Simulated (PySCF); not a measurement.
# C₆H₈N+: reorganisation energies

What do calculations give for the reorganisation energies of C₆H₈N+ (`C[n+]1ccccc1`)?

Programs: PySCF 2.14.0, with routines of our own; each step states its level. All values are computed. Atoms count from 0.

## (1) The starting structure

15 atoms, charge 1, multiplicity 1; geometry from: GFN2-xTB.

## (2) Optimising the geometry at BHandHLYP/def2-SVP

The job: settings as JSON, then the geometry in Å.

```
{"job": {"xc": "BHandHLYP", "basis": "def2-SVP", "grid": 1, "kind": "geom"}, "charge": 1, "multiplicity": 1}
C      2.117102    -0.256527    -0.103325
N      0.684268    -0.072313    -0.041445
C     -0.110437    -1.149962    -0.018847
C     -1.482044    -1.024443     0.047491
C     -2.046548     0.244984     0.092157
C     -1.204629     1.349030     0.078297
C      0.160983     1.156597     0.010484
H      2.494489    -0.589328     0.865785
H      2.370001    -1.012394    -0.846376
H      2.612112     0.675538    -0.366791
H      0.369180    -2.117640    -0.054746
H     -2.098746    -1.908850     0.062441
H     -3.117020     0.370005     0.137533
H     -1.599427     2.351691     0.117475
H      0.846300     1.991602    -0.002044
```

On the command line:

```bash
$ OMP_NUM_THREADS=1 python excited_run.py task.json out
```

One launch serves the whole session: the jobs run in the order shown.

The log of the run:

```text
step   0  E = -287.58130792  max force = 0.018671
step   1  E = -287.58196311  max force = 0.002630
step   2  E = -287.58198354  max force = 0.000866
step   3  E = -287.58198440  max force = 0.001197
step   4  E = -287.58199121  max force = 0.000338
optimisation converged
```

Wall time 23 s (1 thread of Arm Neoverse V2, shared host); peak memory 0.54 GiB.

Along the way:

```
step  energy from step 0 (eV)  largest force component (eV/Å)
   0                   0.0000                          0.9601
   1                  -0.0178                          0.1352
   2                  -0.0184                          0.0445
   3                  -0.0184                          0.0616
   4                  -0.0186                          0.0174
```

Distances of close pairs at the start and the end, largest changes first:

```
  bond  before (Å)  after (Å)  change (Å)
 C0–N1       1.446      1.471      +0.025
C4–H12       1.079      1.084      +0.006
C3–H11       1.078      1.083      +0.005
C5–H13       1.078      1.083      +0.005
 N1–C6       1.337      1.341      +0.004
 N1–C2       1.339      1.343      +0.004
 C2–C3       1.379      1.376      -0.003
 C5–C6       1.381      1.378      -0.003
```

The final coordinates are the input of the step that follows.

```
                         at the end point                value
  point group (found at 0.08 Å tolerance)                   C1
rotational constants (GHz, main isotopes)  5.722, 2.637, 1.826
```

## (3) Relaxation after adding or removing an electron (C₆H₈N radical): UKS BHandHLYP/def2-SVP

The job: settings as JSON, then the geometry in Å.

```
{"job": {"kind": "ionopt", "ions": [-1], "xc": "BHandHLYP", "basis": "def2-SVP", "grid": 1}, "charge": 0, "multiplicity": 2}
C      2.027561    -0.233454     0.008737
N      0.570064    -0.044670     0.075653
C     -0.225632    -1.126415     0.109148
C     -1.592067    -0.996286     0.198878
C     -2.146767     0.277131     0.254235
C     -1.309076     1.383322     0.218576
C      0.052122     1.191235     0.128488
H      2.393446    -0.576917     0.977123
H      2.259430    -0.969706    -0.759368
H      2.499093     0.712564    -0.245862
H      0.265952    -2.090732     0.061926
H     -2.209814    -1.885497     0.222459
H     -3.221489     0.404536     0.323405
H     -1.699988     2.392516     0.258005
H      0.753543     2.015647     0.096497
```

With the program's defaults for keys left out, this is: UKS BHandHLYP/def2-SVP geometry optimisation of the ion from the geometry of its parent, gas phase.

The log of the run:

```text
step       E/Eh        max force   <S^2>
  0    -287.75372652   0.057354   0.8023
  1    -287.75858618   0.016411   0.8066
  2    -287.76027913   0.010405   0.8072
  3    -287.75921101   0.013954   0.8071
  4    -287.76089441   0.004193   0.8063
  5    -287.76110576   0.001776   0.8063
  6    -287.76106651   0.003802   0.8059
  7    -287.76113824   0.000814   0.8061
  8    -287.76113763   0.001282   0.8061
  9    -287.76115381   0.000377   0.8061
 10    -287.76116562   0.000377   0.8062
optimisation converged
```

It took 94 s on 1 thread of Arm Neoverse V2, shared host; peak memory 0.61 GiB.

Key values:

```
             quantity    value
geometry moved (RMSD)  0.050 Å
                 ⟨S²⟩    0.806
```

Bonds of the start that changed most:

```
 bond  start (Å)  end (Å)
N1–C2      1.343    1.392
C6–N1      1.341    1.389
C0–N1      1.471    1.435
C4–C5      1.388    1.416
C3–C4      1.390    1.412
C5–C6      1.378    1.358
```

Mulliken spin populations:

C0 -0.03; N1 0.23; C2 0.36; C3 -0.26; C4 0.63; C5 -0.24; C6 0.32; H7 0.03; H8 0.01; H9 0.00; H10 -0.02; H11 0.01; H12 -0.03; H13 0.01; H14 -0.02

## (4) Reorganisation energies: UKS BHandHLYP/def2-SVP

The job, as its differences from that of step 3:

```diff
@@ -1,2 +1,2 @@
-{"job": {"kind": "ionopt", "ions": [-1], "xc": "BHandHLYP", "basis": "def2-SVP", "grid": 1}, "charge": 0, "multiplicity": 2}
+{"job": {"kind": "reorg", "ions": [-1], "xc": "BHandHLYP", "basis": "def2-SVP", "grid": 1}, "charge": 1, "multiplicity": 1}
 C      2.027561    -0.233454     0.008737
```

Level: UKS BHandHLYP/def2-SVP four-point reorganisation energy, gas phase.

The log of the run:

```text
final grid: 55976 points
cycle   1  E = -287.5271775246  dE =  1.715e+00  |g| = 4.211e-01  |ddm| = 4.093e+00
cycle   2  E = -287.5225190696  dE =  4.658e-03  |g| = 4.965e-01  |ddm| = 9.367e-01
cycle   3  E = -287.5809474311  dE = -5.843e-02  |g| = 6.037e-02  |ddm| = 4.641e-01
cycle   4  E = -287.5817917865  dE = -8.444e-04  |g| = 2.751e-02  |ddm| = 9.485e-02
cycle   5  E = -287.5819883551  dE = -1.966e-04  |g| = 3.240e-03  |ddm| = 2.831e-02
cycle   6  E = -287.5819907205  dE = -2.365e-06  |g| = 1.346e-03  |ddm| = 4.090e-03
cycle   7  E = -287.5819911852  dE = -4.647e-07  |g| = 3.166e-04  |ddm| = 1.501e-03
cycle   8  E = -287.5819912076  dE = -2.245e-08  |g| = 9.902e-05  |ddm| = 3.254e-04
cycle   9  E = -287.5819912110  dE = -3.318e-09  |g| = 4.011e-05  |ddm| = 1.362e-04
cycle  10  E = -287.5819912114  dE = -4.788e-10  |g| = 7.220e-06  |ddm| = 4.997e-05
converged SCF energy = -287.5819912114

electron transfer: vertical 4.6768 eV, relaxation of the ion converged
  adiabatic 4.8756 eV, lambda(ion) 0.1988, lambda(parent) 0.2087, total 0.4075 eV
```

Run time: 3.4 s. Hardware: 1 thread of Arm Neoverse V2, shared host; peak memory 0.61 GiB.

## (5) Results

| quantity | value |
| --- | --- |
| point group | C1 |
| rotational constants (main isotopes) | 5.72, 2.64, 1.83 GHz |
| geometry moved (RMSD) (step 3, UKS BHandHLYP/def2-SVP) | 0.050 Å |
| electron reorganisation energy (step 4, UKS BHandHLYP/def2-SVP) | 0.4075 eV |

**Reading.** Over 4 steps the energy fell by 0.019 eV; of the close pairs, C0–N1 changed most, 1.446 to 1.471 Å. No frequency check was run at this level, so the end point may be a saddle. In step 3 (relaxation after adding or removing an electron), among the bonds N1–C2 changes most, from 1.343 to 1.392 Å.
